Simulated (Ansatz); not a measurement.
# CH₄AlFN+: geometry optimisation

The task: find the minimum of CH₄AlFN+ nearest to the start.

Method: RKS r2SCAN0-D4/def2-TZVP; program: Ansatz 0.2.0.

1 further run of the same task is left out (set aside as unsound or not needed).

### 1 The starting structure

8 atoms, charge 1, spin multiplicity 1.

Atoms are counted from 1 here; the program's logs count them from 0.

Bond lengths: C1–N2 1.290 Å, C1–H5 1.107 Å, C1–H6 1.107 Å, N2–Al3 1.958 Å, N2–H7 1.037 Å, Al3–F4 1.651 Å, Al3–H8 1.562 Å. Angles: N2–C1–H5 119.8°, N2–C1–H6 121.6°, H5–C1–H6 118.5°, C1–N2–Al3 127.3°, C1–N2–H7 115.1°, Al3–N2–H7 117.5°, N2–Al3–F4 105.7°, N2–Al3–H8 115.4°, F4–Al3–H8 138.9°.

Coordinates:

```xyz
8
CH4AlFN
C    -0.46972    1.14269   -0.63353
N    -0.50257    0.16329    0.20519
Al    0.84666   -1.23460    0.45210
F     0.27004   -2.20461    1.65759
H     0.39551    1.25565   -1.31526
H    -1.28979    1.88377   -0.69246
H    -1.34539    0.12800    0.80817
H     2.09525   -1.13419   -0.48180
```

### 2 Relaxation

Contents of input.yaml:

```yaml
crystal:
  periodic: [false, false, false]
  atoms:
    - { symbol: C, position_ang: [-0.469716, 1.142693, -0.63353] }
    - { symbol: "N", position_ang: [-0.502571, 0.163289, 0.205192] }
    - { symbol: Al, position_ang: [0.846659, -1.234601, 0.452099] }
    - { symbol: F, position_ang: [0.270035, -2.204612, 1.657586] }
    - { symbol: H, position_ang: [0.395512, 1.25565, -1.315255] }
    - { symbol: H, position_ang: [-1.289786, 1.883775, -0.692459] }
    - { symbol: H, position_ang: [-1.345393, 0.127998, 0.80817] }
    - { symbol: H, position_ang: [2.09525, -1.134192, -0.481802] }
total_charge: 1
basis:
  gaussian: { orbitals: def2-TZVP }
hamiltonian:
  xc: { name: r2SCAN0 }
  dispersion: d4
output:
  forces: true
relax:
  f_tol: 0.003
  max_steps: 120
```

The run is started by

```sh
> ansatz run input.yaml --threads 1 --pin off --max-ram 2560MiB --backend cpu --events-out ev --progress --plain --runs-dir out
```

What does the calculation give? Wanted: energy gained; root mean square move.

**Answer**, as computed:

| quantity | value |
| --- | --- |
| energy gained | 0.0909 eV |
| root mean square move | 0.045 Å |

In words: Bond lengths: C1–N2 1.270 Å, C1–H5 1.084 Å, C1–H6 1.084 Å, N2–Al3 1.911 Å, N2–H7 1.016 Å, Al3–F4 1.610 Å, Al3–H8 1.543 Å. Angles: N2–C1–H5 119.7°, N2–C1–H6 121.5°, H5–C1–H6 118.8°, C1–N2–Al3 126.3°, C1–N2–H7 115.2°, Al3–N2–H7 118.4°, N2–Al3–F4 106.1°, N2–Al3–H8 115.2°, F4–Al3–H8 138.7°. No frequencies were computed here.
